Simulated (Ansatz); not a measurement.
HfIn4SiO6 in Ansatz: the effect of Hubbard term

HfIn4SiO6:

```
CELL_PARAMETERS angstrom
3.23023 -5.57768 -0.02470
3.23023 5.57768 -0.02470
-1.49068 0.00000 6.32030
ATOMIC_POSITIONS crystal
Hf 0.10178 0.10178 0.00912
In 0.79222 0.48204 0.00818
In 0.48204 0.79222 0.00818
In 0.54472 0.21983 0.48398
In 0.21983 0.54472 0.48398
Si 0.85433 0.85433 0.44523
O 0.83500 0.58822 0.38104
O 0.58822 0.83500 0.38104
O 0.02899 0.02899 0.29500
O 0.97920 0.97920 0.69555
O 0.42852 0.14514 0.07435
O 0.14514 0.42852 0.07435
```

The cell was built by a generator and needn't be a form met in nature.

Alike in all runs:

| Property | Result |
| --- | --- |
| Program | Ansatz 0.2.0 |
| Task | single point |
| Functional | PBE |
| Potentials or basis | all-electron LAPW, scalar-relativistic |
| Cutoff | 495 eV (chosen from the basis error) |
| Basis error allowed | 0.002 eV/atom |
| k mesh | 4 × 4 × 3 |
| Occupations | fermi-dirac, width 0.05 eV |
| Spin | no spin polarisation |

```csv
Hubbard term,gap on the mesh (eV),pressure (GPa),largest force (eV/Å)
none,?,?,?
Hf d U = 3 eV,0.53,0.5,0.34
Hf d U = 6 eV,0.50,1.2,0.74
```

Task: What does the run with Hubbard term none give?

Result: gap on the mesh 0.56 eV; pressure 0.0 GPa; largest force 0.01 eV/Å.

Caveats: spin-orbit coupling is left out, which moves the levels of the heavy elements; an odd mesh through Γ misses points on the zone boundary, where band edges often lie; U is the effective U less J, on atomic orbitals that reach past the spheres (some runs).
